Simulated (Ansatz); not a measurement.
# CH6ClFSi2: the cost of one run

All numbers are computed with Ansatz 0.2.0, driven from Python. Level of theory: r2SCAN0/6-31G*.

## (1) Starting point

Bond lengths: C1–Si2 1.822 Å, Si2–Cl3 2.028 Å, Si2–Si4 2.325 Å, Si4–F5 1.652 Å, C1–H6 1.062 Å, C1–H7 1.076 Å, C1–H8 1.146 Å, Si2–H9 1.533 Å, Si4–H10 1.418 Å, Si4–H11 1.486 Å. Angles (14 of 18 angles, heavy atoms first): C1–Si2–Cl3 106.2°, C1–Si2–Si4 112.5°, Cl3–Si2–Si4 109.6°, Si2–Si4–F5 108.2°, C1–Si2–H9 110.8°, Cl3–Si2–H9 105.9°, Si4–Si2–H9 111.5°, Si2–C1–H6 114.1°, Si2–C1–H7 112.2°, Si2–C1–H8 107.3°, Si2–Si4–H10 112.4°, Si2–Si4–H11 108.4°, F5–Si4–H10 109.6°, F5–Si4–H11 104.6°.

No structure file is read: the coordinates are typed or built in the script.

## (2) Script

Input file bde.py:

```python
# -*- coding: utf-8 -*-
'''Cost of removing each kind of hydrogen from CH6ClFSi2, fragments frozen.'''

import ansatz as az


def energy_of(molecule, charge=0, unpaired=0):
    calc = (
        molecule.calculation()
        .basis(gaussian='6-31G*')
        .functional('r2scan0')
        .scf(lower_state_search='light')
    )
    if charge:
        calc = calc.charge(charge)
    if unpaired:
        calc = calc.spin('collinear', total=unpaired)
    report = calc.run(threads=1).report
    if report['published_state_doubts']:
        print('  doubts:', report['published_state_doubts'])
    return report['free_energy_ev']

GEOMETRY = '''
C    -1.16060   -0.82240    0.90140
Si    0.43340    0.03880    0.71170
Cl    1.86640   -1.30770    1.20970
Si    0.78620    0.78570   -1.46110
F    -0.46210    1.78750   -1.87000
H    -1.30650   -1.62060    0.21660
H    -1.33400   -1.13670    1.91550
H    -1.98650   -0.06680    0.65620
H     0.55840    1.18120    1.72700
H     2.01680    1.47560   -1.60310
H     0.65390   -0.37160   -2.38340
'''

def without(molecule, index):
    rest = az.Crystal.molecule()
    for i, site in enumerate(molecule.cartesian_sites):
        if i != index:
            rest = rest.atom(site.symbol, site.position_ang)
    return rest


def main():
    ch6clfsi2 = az.Crystal.molecule()
    for line in GEOMETRY.strip().splitlines():
        symbol, *xyz = line.split()
        ch6clfsi2 = ch6clfsi2.atom(symbol, [float(v) for v in xyz])

    whole = energy_of(ch6clfsi2, 0)
    hydrogen = energy_of(az.Crystal.molecule().atom('H', (0, 0, 0)), 0, 1)
    print(f'E(molecule) = {whole:.5f} eV, E(H) = {hydrogen:.5f} eV')
    for index in [7, 8, 10]:
        radical = energy_of(without(ch6clfsi2, index), 0, 1)
        print(f'H{index}: homolysis {96.485332 * (radical + hydrogen - whole):.1f} kJ/mol')


if __name__ == '__main__':
    main()
```

## (3) What the engine is handed

The package turns the script's settings into the engine's input (first run):

```yaml
crystal:
  periodic: [false, false, false]
  atoms:
    - { symbol: C, position_ang: [-1.1606, -0.8224, 0.9014] }
    - { symbol: Si, position_ang: [0.4334, 0.0388, 0.7117] }
    - { symbol: Cl, position_ang: [1.8664, -1.3077, 1.2097] }
    - { symbol: Si, position_ang: [0.7862, 0.7857, -1.4611] }
    - { symbol: F, position_ang: [-0.4621, 1.7875, -1.87] }
    - { symbol: H, position_ang: [-1.3065, -1.6206, 0.2166] }
    - { symbol: H, position_ang: [-1.334, -1.1367, 1.9155] }
    - { symbol: H, position_ang: [-1.9865, -0.0668, 0.6562] }
    - { symbol: H, position_ang: [0.5584, 1.1812, 1.727] }
    - { symbol: H, position_ang: [2.0168, 1.4756, -1.6031] }
    - { symbol: H, position_ang: [0.6539, -0.3716, -2.3834] }
basis:
  gaussian:
    orbitals: "6-31G*"
hamiltonian:
  xc: r2scan0
scf:
  lower_state_search: light
```

## (4) Launch

The run is started by

```console
$ python bde.py
```

What time and memory should one allow on 1 thread of Arm Neoverse V2, shared host?

About 42 s, with a peak of 0.41 GiB.
